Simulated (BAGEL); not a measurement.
# C2H5BClF (SMILES BC(F)CCl): a chain of runs

Aim: the energy (HF/def2-SV(P)), then a single-point energy (NEVPT2(2,2)/def2-SV(P)), then a single-point energy (CASPT2(2,2)/def2-SV(P)) of C2H5BClF. 

The results are computed with BAGEL 1.2.2.

## Step 1: The system as given

C2H5BClF: 10 atoms, total charge 0, spin state singlet. As SMILES, `BC(F)CCl`. The C4–H10 distance was set to 1.470 Å, away from the relaxed value.

Bond lengths: B1–C2 1.558 Å, C2–F3 1.386 Å, C2–C4 1.509 Å, C4–Cl5 1.782 Å, B1–H6 1.192 Å, B1–H7 1.195 Å, C2–H8 1.109 Å, C4–H9 1.090 Å. Some angles: B1–C2–F3 113.9°, B1–C2–C4 115.3°, F3–C2–C4 109.7°, C2–C4–Cl5 112.6°, B1–C2–H8 102.6°, F3–C2–H8 107.0°, C4–C2–H8 107.5°, C2–B1–H6 120.8°, C2–B1–H7 118.2°, C2–C4–H9 110.7°. A long bond or contact: C4–H10 1.470 Å.

## Step 2: A single-point energy at HF/def2-SV(P) (density fitting with svp-jkfit) (run 1)

job.json

```json
{ "bagel" : [

{
  "title" : "molecule",
  "basis" : "def2-sv_p_.json",
  "df_basis" : "svp-jkfit",
  "angstrom" : "true",
  "geometry" : [
    { "atom" : "B", "xyz" : [      -1.202285,      -0.878949,       0.044164 ] },
    { "atom" : "C", "xyz" : [       0.285815,      -0.664049,       0.451864 ] },
    { "atom" : "F", "xyz" : [       0.627215,      -1.247549,       1.661364 ] },
    { "atom" : "C", "xyz" : [       0.762215,       0.767651,       0.425364 ] },
    { "atom" : "Cl", "xyz" : [       2.535615,       0.900551,       0.531664 ] },
    { "atom" : "H", "xyz" : [      -1.903385,      -1.618049,       0.662264 ] },
    { "atom" : "H", "xyz" : [      -1.600485,      -0.339549,      -0.945236 ] },
    { "atom" : "H", "xyz" : [       0.835415,      -1.213449,      -0.339736 ] },
    { "atom" : "H", "xyz" : [       0.355415,       1.324551,       1.269064 ] },
    { "atom" : "H", "xyz" : [       0.349800,       1.412800,      -0.829700 ] }
  ]
},

{ "title" : "hf" },

{ "title" : "print", "file" : "orbitals.molden", "orbitals" : "true" }

]}
```

The basis set def2-SV(P) is read from a file made from the Basis Set Exchange's data (not shown).

Started as:

```sh
$ BAGEL_NUM_THREADS=1 BAGEL job.json > job.out
```

The log of the run:

```text
* using 1 threads per process

  ===============================================================
  ===============================================================

  *** Geometry ***

  { "atom" : "B", "xyz" : [     -2.271989,     -1.660973,      0.083458 ] },
  { "atom" : "C", "xyz" : [      0.540112,     -1.254871,      0.853899 ] },
  { "atom" : "F", "xyz" : [      1.185265,     -2.357526,      3.139523 ] },
  { "atom" : "C", "xyz" : [      1.440378,      1.450650,      0.803821 ] },
  { "atom" : "Cl", "xyz" : [      4.791618,      1.701795,      1.004699 ] },
  { "atom" : "H", "xyz" : [     -3.596876,     -3.057669,      1.251498 ] },
  { "atom" : "H", "xyz" : [     -3.024478,     -0.641655,     -1.786237 ] },
  { "atom" : "H", "xyz" : [      1.578706,     -2.293086,     -0.642008 ] },
  { "atom" : "H", "xyz" : [      0.671637,      2.503039,      2.398183 ] },
  { "atom" : "H", "xyz" : [      0.661026,      2.669805,     -1.567906 ] },

  Number of auxiliary basis functions:      520

  Since a DF basis is specified, we compute 2- and 3-index integrals:
    o Being stored without compression. Storage requirement is 0.029 GB

  Number of basis functions:       84
  Number of electrons      :       48

    * METHOD: MOLECULE                             0.27

  *** RHF ***

  === Nuclear Repulsion ===
   207.2172720112

      * DIIS with orbital gradients will be used.

  === RHF iteration (def2-sv_p_.json) ===
      0       -661.72679078          0.01365413           0.07
      1       -661.83812323          0.00697065           0.07
      2       -661.86446481          0.00178404           0.07
      3       -661.86689821          0.00035223           0.07
      4       -661.86699395          0.00011242           0.07
      5       -661.86700705          0.00003734           0.07
      6       -661.86700873          0.00001413           0.07
      7       -661.86700895          0.00000436           0.07
      8       -661.86700897          0.00000180           0.07
      9       -661.86700897          0.00000085           0.07
     10       -661.86700897          0.00000033           0.07
     11       -661.86700897          0.00000013           0.07
     12       -661.86700897          0.00000006           0.07
     13       -661.86700897          0.00000002           0.07
     14       -661.86700897          0.00000001           0.07
    * SCF iteration converged.

    * Permanent dipole moment:
           (    0.828300,    -0.215258,     0.629013) a.u.

    * METHOD: HF                                   1.24

    * METHOD: PRINT                                0.02

  ===============================================================
```

It took 1.6 s on 1 thread of Arm Neoverse V1, shared host.

## Step 3: The energy at NEVPT2(2,2)/def2-SV(P) (density fitting with svp-jkfit) (run 2)

nevpt2.json

```json
{ "bagel" : [

{
  "title" : "molecule",
  "basis" : "def2-sv_p_.json",
  "df_basis" : "svp-jkfit",
  "angstrom" : "true",
  "geometry" : [
    { "atom" : "B", "xyz" : [      -1.202285,      -0.878949,       0.044164 ] },
    { "atom" : "C", "xyz" : [       0.285815,      -0.664049,       0.451864 ] },
    { "atom" : "F", "xyz" : [       0.627215,      -1.247549,       1.661364 ] },
    { "atom" : "C", "xyz" : [       0.762215,       0.767651,       0.425364 ] },
    { "atom" : "Cl", "xyz" : [       2.535615,       0.900551,       0.531664 ] },
    { "atom" : "H", "xyz" : [      -1.903385,      -1.618049,       0.662264 ] },
    { "atom" : "H", "xyz" : [      -1.600485,      -0.339549,      -0.945236 ] },
    { "atom" : "H", "xyz" : [       0.835415,      -1.213449,      -0.339736 ] },
    { "atom" : "H", "xyz" : [       0.355415,       1.324551,       1.269064 ] },
    { "atom" : "H", "xyz" : [       0.349800,       1.412800,      -0.829700 ] }
  ]
},

{ "title" : "hf" },

{ "title" : "nevpt2", "nstate" : 1, "nact" : 2, "nclosed" : 23, "active" : [20, 26], "maxiter" : 200, "natocc" : "true", "ncore" : 9 },

{ "title" : "print", "file" : "orbitals.molden", "orbitals" : "true" }

]}
```

The basis set def2-SV(P) is read from a file made from the Basis Set Exchange's data (not shown).

Started as:

```sh
$ BAGEL_NUM_THREADS=1 BAGEL nevpt2.json > nevpt2.out
```

The log of the run:

```text
* using 1 threads per process

  ===============================================================
  ===============================================================

  *** Geometry ***

  { "atom" : "B", "xyz" : [     -2.271989,     -1.660973,      0.083458 ] },
  { "atom" : "C", "xyz" : [      0.540112,     -1.254871,      0.853899 ] },
  { "atom" : "F", "xyz" : [      1.185265,     -2.357526,      3.139523 ] },
[... 6 lines of this table left out ...]
  { "atom" : "H", "xyz" : [      0.661026,      2.669805,     -1.567906 ] },

  Number of auxiliary basis functions:      520

  Since a DF basis is specified, we compute 2- and 3-index integrals:
    o Being stored without compression. Storage requirement is 0.029 GB

[... 18 lines left out ...]
    * SCF iteration converged.
[... 1 line left out ...]
    * Permanent dipole moment:
[... 28 lines left out ...]
    * Second-order optimization converged. *

     guess   0:   closed 1.                   open ..

  === FCI iteration ===

      0  0      -661.86626073     8.60e-02      0.00
      1  0      -661.89615319     4.78e-05      0.00
      2  0 *    -661.89615320     5.55e-16      0.00

     * ci vector, state   0, <S^2> = 0.0000
       2.     0.9852466856
       .2    -0.1711402011

  === DF-NEVPT2 calculation ===

    * 3-index integral transformation done
    * assembly done

      NEVPT2 correlation energy:   -0.6217008900      0.21

          (+0)     -0.5703110994
          (+0)'    -0.0157780473
          (+1)     -0.0074887830
          (+1)'    -0.0000000000
          (+2)     -0.0002336627
          (-1)     -0.0244892781
          (-1)'     0.0000000000
          (-2)     -0.0034000194

      NEVPT2 total energy:       -662.5178540928

    * METHOD: NEVPT2                               3.84

    * METHOD: PRINT                                0.02

  ===============================================================
```

It took 5.7 s on 1 thread of Arm Neoverse V1, shared host.

## Step 4: A single-point energy at CASPT2(2,2)/def2-SV(P) (density fitting with svp-jkfit) (run 3)

input.json

```json
{ "bagel": [

{
  "title": "molecule",
  "basis": "def2-sv_p_.json",
  "df_basis": "svp-jkfit",
  "angstrom": "true",
  "geometry": [
    { "atom": "B", "xyz": [   -1.202285,   -0.878949,    0.044164 ] },
    { "atom": "C", "xyz": [    0.285815,   -0.664049,    0.451864 ] },
    { "atom": "F", "xyz": [    0.627215,   -1.247549,    1.661364 ] },
    { "atom": "C", "xyz": [    0.762215,    0.767651,    0.425364 ] },
    { "atom": "Cl", "xyz": [    2.535615,    0.900551,    0.531664 ] },
    { "atom": "H", "xyz": [   -1.903385,   -1.618049,    0.662264 ] },
    { "atom": "H", "xyz": [   -1.600485,   -0.339549,   -0.945236 ] },
    { "atom": "H", "xyz": [    0.835415,   -1.213449,   -0.339736 ] },
    { "atom": "H", "xyz": [    0.355415,    1.324551,    1.269064 ] },
    { "atom": "H", "xyz": [    0.349800,    1.412800,   -0.829700 ] }
  ]
},
{
  "title": "hf"
},
{
  "title": "casscf",
  "nstate": 1,
  "nact": 2,
  "nclosed": 23,
  "nspin": 0,
  "active": [20, 26],
  "maxiter": 200,
  "natocc": "true"
},
{
  "title": "print",
  "file": "orbitals.molden",
  "orbitals": "true"
},
{
  "title": "smith",
  "method": "caspt2",
  "ms": "true",
  "xms": "true",
  "sssr": "true",
  "shift": 0.2,
  "shift_imag": "true",
  "ncore": 9
}

]}
```

The basis set def2-SV(P) is read from a file made from the Basis Set Exchange's data (not shown).

Started as:

```sh
$ BAGEL_NUM_THREADS=1 BAGEL input.json > input.out
```

The log of the run:

```text
* using 1 threads per process

  ===============================================================
  ===============================================================

  *** Geometry ***

  { "atom" : "B", "xyz" : [     -2.271989,     -1.660973,      0.083458 ] },
  { "atom" : "C", "xyz" : [      0.540112,     -1.254871,      0.853899 ] },
  { "atom" : "F", "xyz" : [      1.185265,     -2.357526,      3.139523 ] },
[... 6 lines of this table left out ...]
  { "atom" : "H", "xyz" : [      0.661026,      2.669805,     -1.567906 ] },

  Number of auxiliary basis functions:      520

  Since a DF basis is specified, we compute 2- and 3-index integrals:
    o Being stored without compression. Storage requirement is 0.029 GB

[... 18 lines left out ...]
    * SCF iteration converged.
[... 1 line left out ...]
    * Permanent dipole moment:
[... 27 lines left out ...]
    * Second-order optimization converged. *
[... 9 lines left out ...]
     * ci vector, state   0, <S^2> = 0.0000
[... 16 lines left out ...]
    * Zeroth order energy : state  0       -0.9953546238
[... 4 lines left out ...]
       #      aibj      arbs      arbi      airj      risj      airs      arst      rist         Etot      error   time
[... 2 lines left out ...]
       0  -0.56902  -0.00417  -0.02540  -0.00811  -0.00034  -0.01400  -0.00000  -0.00000   -0.6210285  0.0011732   0.11
       1  -0.56921  -0.00421  -0.02548  -0.00824  -0.00036  -0.01429  -0.00000  -0.00000   -0.6217848  0.0001877   0.09
       2  -0.56922  -0.00421  -0.02548  -0.00824  -0.00036  -0.01429  -0.00000  -0.00000   -0.6218068  0.0000369   0.09
       3  -0.56922  -0.00421  -0.02548  -0.00824  -0.00036  -0.01429  -0.00000  -0.00000   -0.6218075  0.0000081   0.09
       4  -0.56922  -0.00421  -0.02548  -0.00824  -0.00036  -0.01429  -0.00000  -0.00000   -0.6218076  0.0000017   0.10
       5  -0.56922  -0.00421  -0.02548  -0.00824  -0.00036  -0.01429  -0.00000   0.00000   -0.6218076  0.0000003   0.10

      ------------------------------------------------------------------------------------------------------------------

    * CASPT2 energy : state  0     -662.5207395460
        w/o shift correction       -662.5179607560
        reference weight              0.8383930726

    * METHOD: SMITH                                0.84

  ===============================================================
```

Wall time 6 s (1 thread of Arm Neoverse V1, shared host); peak memory 0.23 GiB.

## Step 5: Summary of results

| quantity | value |
| --- | --- |
| run 1, HF/def2-SV(P): total energy | -661.86701 Eh |
| run 1, HF/def2-SV(P): dipole moment | 2.70 D |
| run 1, HF/def2-SV(P): HOMO energy | -11.51 eV |
| run 1, HF/def2-SV(P): LUMO energy | 1.62 eV |
| run 1, HF/def2-SV(P): HOMO–LUMO gap | 13.13 eV |
| run 2, NEVPT2(2,2)/def2-SV(P): total energy | -662.51785 Eh |
| run 3, CASPT2(2,2)/def2-SV(P): total energy | -662.52074 Eh |
